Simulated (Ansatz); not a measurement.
## Time against size: HSE06, supercells of Si, on Neoverse N1 cores, threads left to the program

Program: Ansatz 0.2.0. No other job shared the machine, and each run was timed once from launch to exit. Hardware: an Arm Neoverse N1 node (56 of its 64 cores, memory capped at 64 GiB). Times and memory are rounded to two significant figures, and ratios are formed from the unrounded values. A row is a single run, so small differences between rows aren't established. Precision is the program's default, which can work at lower precision in parts of a run.

The smallest member is a 2×2×1 supercell of Si (Fd-3m), atoms displaced at random by about 0.04 Å along each cell vector. Its input:

```yaml
crystal:
  lattice:
    - [0.000000, 5.443702, 5.443702]
    - [5.443702, 0.000000, 5.443702]
    - [2.721851, 2.721851, 0.000000]
  atoms:
    - { symbol: Si, position: [0.137149, 0.121556, 0.254103] }
    - { symbol: Si, position: [0.000761, 0.004339, -0.014570] }
    - { symbol: Si, position: [0.122845, 0.621096, 0.238833] }
    - { symbol: Si, position: [-0.004384, 0.497337, -0.002980] }
    - { symbol: Si, position: [0.620289, 0.127193, 0.244311] }
    - { symbol: Si, position: [0.483385, 0.006187, -0.004072] }
    - { symbol: Si, position: [0.621138, 0.626395, 0.252389] }
    - { symbol: Si, position: [0.500274, 0.495560, 0.001991] }
kpoints:
  mp_grid: { grid: [1, 1, 1] }
hamiltonian:
  xc: hse06
  pseudopotentials: { azcp: { folder: soft_1 } }
scf:
  occupations: { method: fixed }
output: { forces: true }
```

The program chose a cutoff of 420 eV. The folder soft_1 holds one of the program's own sets of PAW files, generated with PBE and used with every functional where the input names it. For this functional the program regenerates the frozen cores at set-up.

Command, without the flags for output files and display:

```bash
taskset -c 8-63 ansatz run input.yaml --backend cpu --max-ram 64GiB
```

```
atoms  electrons  k mesh  k points  plane waves  dense FFT grid  bands at the start  SCF iterations  threads  wall time  SCF clock  outside it  host memory (GiB)                                          remarks
    8         32   1×1×1         1         3095        54×54×27                  24              24       24      1.7 s      1.0 s      0.67 s               0.54  band table 0.098 s; exchange on 25×25×15 points
   16         64   1×1×1         1         6231        54×54×54                  48              21       48      2.5 s      1.8 s      0.71 s               0.96   band table 0.23 s; exchange on 25×25×25 points
   36        144   1×1×1         1        14113        80×80×54                 108              22       56      6.8 s      5.9 s      0.89 s                2.0   band table 0.78 s; exchange on 40×40×25 points
   72        288   1×1×1         1        28363       108×80×80                 216              24       56       22 s       21 s       1.2 s                4.0    band table 1.5 s; exchange on 54×40×40 points
```

The SCF clock is the program's own. It runs from the start of the first SCF loop to the final result and holds forces, stress, later SCFs and response steps. Outside it lie start-up, exit and the set-up ahead of the first loop, which depends on the cell and the method.

SCF iterations are those that the program logged, summed over all steps and exchange cycles of a run; an SCF made in search of a lower state can go uncounted. A hybrid's count includes the PBE SCF that it starts from. Runs at Γ alone can use real arithmetic, which is cheaper than at other k points.

«exchange on a×b×c points»: exact exchange forms its pair densities on this grid and not on the dense one, without the augmentation charges, which are treated apart. «band table a s»: behind the SCF the program solved its bands further for a band table, asked for or not, which took a s of the SCF clock (told where that is 5 % of it or more).

One k point is too coarse a mesh for the properties of small cells; the series shows cost alone.

The threads change along the series too.

Of the smallest member's 1.7 s, 0.67 s lies outside the SCF clock, so the wall time grows less with size than the clocked work: from 8 to 72 atoms the wall time changes by a factor of 13, and the time on the SCF clock by 20. The smallest member has under 2 s on the SCF clock, so these factors are rough.

Q: How long does the member with 128 atoms take (1×1×1 mesh, 1 k point, 50557 plane waves, 384 bands)?

A: 90 s, in 25 SCF iterations, with 7.9 GiB of host memory. It made 2 exchange cycles. Remarks: band table 4.8 s; exchange on 54×54×54 points.
